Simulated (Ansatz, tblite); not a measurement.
# 2x2x4 LiI rock-salt block (Li8I8): rung by rung

An exercise on one series of results from a longer session: the logs are not shown, and one member is left open.

Program: Ansatz 0.2.0, Gaussian basis. Level of theory: as each input shows. These are calculated values, not measurements.

The runs, in order: GFN1-xTB, GFN2-xTB, PBE-D4/def2-SVP, r2SCAN-D4/def2-SVP, MP2/def2-SVP, RPA/def2-SVP.

13 further runs of the same task are left out: 11 that didn't finish, 2 set aside as unsound or not needed. Runs told in other sessions of the task aren't counted.

### The geometry

The singlet was relaxed beforehand with PBE-D4/def2-SVP.

16 atoms, charge 0, spin multiplicity 1.

Bond lengths: Li1–I2 2.721 Å, Li1–I5 2.694 Å, Li1–I9 2.694 Å, I2–Li3 2.813 Å, I2–Li6 2.853 Å, I2–Li10 2.853 Å, Li3–I4 2.768 Å, Li3–I7 2.853 Å, Li3–I11 2.853 Å, I4–Li8 2.694 Å, I4–Li12 2.694 Å, I5–Li6 2.768 Å, I5–Li13 2.694 Å, Li6–I7 2.814 Å, Li6–I14 2.853 Å, I7–Li8 2.721 Å, I7–Li15 2.853 Å, Li8–I16 2.694 Å and more. Angles: I2–Li1–I5 104.3°, I2–Li1–I9 104.3°, I5–Li1–I9 108.6°, Li1–I2–Li3 149.5°, Li1–I2–Li6 74.1°, Li1–I2–Li10 74.0°, Li3–I2–Li6 81.1°, Li3–I2–Li10 81.1°, Li6–I2–Li10 70.5°, I2–Li3–I4 154.7°, I2–Li3–I7 95.5°, I2–Li3–I11 95.5°, I4–Li3–I7 99.0°, I4–Li3–I11 99.0°, I7–Li3–I11 109.3°, Li3–I4–Li8 75.9°, Li3–I4–Li12 75.9°, Li8–I4–Li12 70.4° and more.

I takes a core potential in the def2 sets. No spin-orbit coupling is included.

PBE0-D4/def2-SVP was run before; its log isn't repeated, and its numbers join the tables.

Set-up of the first run:

Tight binding, by tblite at 300 K electronic temperature and without a spin-polarisation term:

```python
tblite.interface.Calculator('GFN1-xTB', numbers, positions, charge=0, uhf=0).singlepoint()
```

Tight binding, by tblite at 300 K electronic temperature and without a spin-polarisation term:

```python
tblite.interface.Calculator('GFN2-xTB', numbers, positions, charge=0, uhf=0).singlepoint()
```

start.molden holds the orbitals of an earlier run on this state, given as this run's starting guess.

File in.yaml:

```yaml
crystal:
  periodic: [false, false, false]
  atoms:
    - {symbol: Li, position_ang: [-1.102941, -1.097484, -3.908586]}
    - {symbol: I, position_ang: [-1.649670, -1.642574, -1.299693]}
    - {symbol: Li, position_ang: [-1.164911, -1.162052, 1.429438]}
    - {symbol: I, position_ang: [-1.546589, -1.545055, 4.144066]}
    - {symbol: I, position_ang: [-1.547786, 1.549398, -4.142317]}
    - {symbol: Li, position_ang: [-1.163468, 1.166226, -1.427928]}
    - {symbol: I, position_ang: [-1.642191, 1.648172, 1.302338]}
    - {symbol: Li, position_ang: [-1.093848, 1.100526, 3.910361]}
    - {symbol: I, position_ang: [1.542515, -1.550529, -4.143055]}
    - {symbol: Li, position_ang: [1.160388, -1.165711, -1.428940]}
    - {symbol: I, position_ang: [1.643778, -1.648061, 1.299515]}
    - {symbol: Li, position_ang: [1.100167, -1.100293, 3.908454]}
    - {symbol: Li, position_ang: [1.097930, 1.096513, -3.910235]}
    - {symbol: I, position_ang: [1.646577, 1.643369, -1.302207]}
    - {symbol: Li, position_ang: [1.166704, 1.162295, 1.427476]}
    - {symbol: I, position_ang: [1.553334, 1.545260, 4.141313]}
basis:
  gaussian: {orbitals: def2-SVP, initial_orbitals: start.molden}
hamiltonian: {xc: pbe, dispersion: d4}
scf: {omitted_lower_state_checks: [starts]}
output: {orbitals: {seedname: orbitals}}
```

The run is started by

```bash
> ansatz run in.yaml --threads 4 --pin off --events-out ev --progress --plain --max-ram 6963MiB
```

Among the steps run: PBE-D4/def2-SVP; r2SCAN-D4/def2-SVP; MP2/def2-SVP; RPA/def2-SVP.

One table of the session follows, with a row left open; its other results are not shown here.

It belongs to the step «Binding energy». 

```
             level  binding an atom (eV)
       HF/def2-SVP                 2.067
   PBE-D4/def2-SVP                 2.663
r2SCAN-D4/def2-SVP                 2.682
  PBE0-D4/def2-SVP                 2.665
      MP2/def2-SVP                     ?
```

Estimate the missing values for MP2/def2-SVP.

**Answer.** binding an atom (eV): 2.556. In the column «binding an atom (eV)» it lies between HF/def2-SVP (2.067) and PBE-D4/def2-SVP (2.663).

Caveats from the session: Free atoms were run apart at each level; binding is atoms less cluster, divided by the number of atoms, without zero-point or spin-orbit terms.
